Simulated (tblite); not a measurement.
# F3H3HfO4Zn2: the cost of one run

Computed with tblite 0.8.0 and PySCF 2.14.0; each step states its level. No surroundings beyond the atoms listed, unless a continuum is named. Atoms count from 0, parts from 1.

## (1) The system as given

13 atoms, charge 0, multiplicity 1; geometry: distance geometry start.

## (2) Relaxing the cluster with GFN2-xTB

What the job is given:

```
{"job": {"kind": "relax", "xc": "GFN2-xTB", "basis": "xTB"}, "charge": 0, "multiplicity": 1}
O     -0.285162     0.952704     2.341217
Zn     0.783113    -0.231977     2.328590
O      0.296646    -1.604935     1.583546
Zn     1.486915    -1.432296     0.469763
O      0.957530    -1.208712    -1.055746
Hf     0.173817     0.589025    -1.774444
F     -1.361394     1.157887    -0.633650
F     -0.452624     0.324752    -3.638133
F      1.624904     2.001708    -1.726181
O      1.987563    -0.063847     1.224652
H     -0.311113     1.713098     2.933661
H     -0.608112    -1.495353     1.200390
H      1.888005     0.742058     0.674001
```

With the program's defaults for keys left out, this is: GFN2-xTB geometry optimisation, gas phase.

Launch:

```bash
$ OMP_NUM_THREADS=1 python cluster_run.py task.json out
```

One launch serves the whole session: the jobs run in the order shown.

Q: Estimate the wall time of this first job on 1 thread of Intel Xeon at 2.70GHz, shared host.

About 7.5 s.
